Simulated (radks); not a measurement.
**Rb¹⁰⁺ in [Ar] 3d9: an all-electron calculation**

The task here is to estimate one member of a computed series from the others.

Program: radks (a radial shooting solver on a logarithmic mesh, Libxc functionals) version 1. Level of theory: Dirac Kohn-Sham, PBEsol, spin-unpolarised, spherical densities, point nucleus; open shells fill j = l - 1/2 first. These are calculated values, not measurements, unless marked.

## The system

* element: rubidium (Z = 37)
* charge: +10
* electrons: 27
* configuration: [Ar] 3d9

Set-up of the first run:

The run's settings:

```text
Z 37
configuration [Ar] 3d9
relativity Dirac
functional pbe_sol,pbe_sol
spin unpolarised
j_filling energy
nucleus point
c 137.035999084
```

Launch:

```console
$ python run_ks.py task.json out
```

All runs below come from this command, one after another.

One of the session's tables, all rows but one given; the rest of the session is left out.

It belongs to the step «Orbitals and density». Sizes of the orbitals, from the radial functions (bohr):

```
level      <r>  outermost maximum (interpolated)  90 % within  nodes
1s1/2  0.04031                            0.0263       0.0721      0
2s1/2   0.1775                             0.150        0.275      1
2p1/2   0.1522                             0.117        0.249      0
2p3/2   0.1563                             0.121        0.255      0
3s1/2   0.5026                             0.448        0.744      2
3p1/2   0.5005                             0.437        0.758      1
3p3/2   0.5101                             0.445        0.772      1
3d3/2   0.4955                             0.383        0.795      0
3d5/2        ?                                 ?            ?      ?
```

Estimate the missing values for 3d5/2.

As computed: <r>: 0.4986; outermost maximum (interpolated): 0.386; 90 % within: 0.799; nodes: 0. In the column «<r>» it lies between 3d3/2 (0.4955) and 3p1/2 (0.5005).

To keep in mind: Spin polarisation and multiplet splitting are left out.
